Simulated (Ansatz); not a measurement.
**CH2FNSi (SMILES N=C=[SiH]F): one structure at several levels**

The atoms stand at a frame of a short trajectory. How far do the functionals agree with CCSD(T) there?

Program: Ansatz 0.2.0, Gaussian basis. Level of theory: single points in def2-TZVPP. These are calculated values, not measurements.

Correlated methods freeze the cores.

1 further run of the same task is left out (it didn't finish).

### Step 1. The starting structure

SMILES `N=C=[SiH]F`, 6 atoms, charge 0, spin multiplicity 1.

Atoms are counted from 1 here; the program's logs count them from 0.

Bond lengths: N1–C2 1.198 Å, N1–H5 1.024 Å, C2–Si3 1.934 Å, Si3–F4 1.643 Å, Si3–H6 1.588 Å. Angles: C2–N1–H5 139.3°, N1–C2–Si3 167.3°, C2–Si3–F4 104.4°, C2–Si3–H6 80.8°, F4–Si3–H6 95.3°.

Geometry (Å):

```mol
CH2FNSi
  3D, bonds by distance, orders not assigned

  6  5  0  0  0  0  0  0  0  0999 V2000
    1.7465   -0.1730   -0.6713 N   0  0
    0.6220   -0.0526   -0.2771 C   0  0
   -1.2150    0.4496    0.0631 Si  0  0
   -2.0133   -0.9809    0.1835 F   0  0
    2.6597   -0.4864   -0.3290 H   0  0
   -0.6733    0.4422    1.5556 H   0  0
  1  2  8  0
  1  5  8  0
  2  3  8  0
  3  4  8  0
  3  6  8  0
M  END
```

### Step 2. PBE-D4/def2-TZVPP

Contents of run/in.yaml:

```yaml
crystal:
  periodic: [false, false, false]
  atoms:
    - {symbol: N, position_ang: [1.746495, -0.172990, -0.671347]}
    - {symbol: C, position_ang: [0.621972, -0.052578, -0.277058]}
    - {symbol: Si, position_ang: [-1.214969, 0.449600, 0.063112]}
    - {symbol: F, position_ang: [-2.013278, -0.980917, 0.183515]}
    - {symbol: H, position_ang: [2.659737, -0.486422, -0.328986]}
    - {symbol: H, position_ang: [-0.673281, 0.442184, 1.555566]}
basis:
  gaussian: {orbitals: def2-TZVPP}
hamiltonian: {xc: pbe, dispersion: d4}
output: {forces: true}
```

Started as:

```sh
$ ansatz run in.yaml --threads 2 --pin off --events-out ev --progress --plain --max-ram 3481MiB
```

### Step 3. r2SCAN-D4/def2-TZVPP

Edit run/in.yaml of step 2 so:

```diff
@@ -11,3 +11,3 @@
   gaussian: {orbitals: def2-TZVPP}
-hamiltonian: {xc: pbe, dispersion: d4}
+hamiltonian: {xc: r2scan, dispersion: d4}
 output: {forces: true}
```

### Step 4. PBE0-D4/def2-TZVPP

Edit run/in.yaml of step 3 so:

```diff
@@ -11,3 +11,3 @@
   gaussian: {orbitals: def2-TZVPP}
-hamiltonian: {xc: r2scan, dispersion: d4}
-output: {forces: true}
+hamiltonian: {xc: pbe0, dispersion: d4}
+output: {forces: true, orbitals: {seedname: orbitals}}
```

### Step 5. wB97M-V/def2-TZVPP

Edit run/in.yaml of step 4 so:

```diff
@@ -11,3 +11,3 @@
   gaussian: {orbitals: def2-TZVPP}
-hamiltonian: {xc: pbe0, dispersion: d4}
-output: {forces: true, orbitals: {seedname: orbitals}}
+hamiltonian: {xc: {name: wB97M-V}}
+output: {forces: true}
```

### Step 6. CCSD(T)/def2-TZVPP

Edit run/in.yaml of step 5 so:

```diff
@@ -11,3 +11,3 @@
   gaussian: {orbitals: def2-TZVPP}
-hamiltonian: {xc: {name: wB97M-V}}
+correlation: {method: ccsd_t}
 output: {forces: true}
```

(Steps that only read results are left out.)

**Question.** What will these runs give? Wanted: energy less free atoms, CCSD(T)/def2-TZVPP; RMS force component; RMS force error; HOMO and LUMO, PBE0-D4; T1 diagnostic.

**Answer**, as computed:

| quantity | value |
| --- | --- |
| energy less free atoms, CCSD(T)/def2-TZVPP | -22.205 eV |
| RMS force component | 0.365 to 0.852 eV/Å over the methods |
| RMS force error | PBE-D4 0.377, r2SCAN-D4 0.200, PBE0-D4 0.260, wB97M-V 0.400 eV/Å |
| HOMO and LUMO, PBE0-D4 | -6.34 and -2.05 eV |
| T1 diagnostic | 0.020 |

Against CCSD(T) the functionals' energies less atoms differ by -1.991 to -0.862 eV, PBE-D4 by -1.991 eV. The reference is not at the basis limit: in triple zeta CCSD(T) underbinds, which counts against methods that bind more; the gaps are no ranking. The forces of r2SCAN-D4 come nearest to CCSD(T), those of wB97M-V are farthest. Frozen-core CCSD(T) forces in triple zeta carry basis errors of their own, and this is one geometry, so small gaps rank nothing.
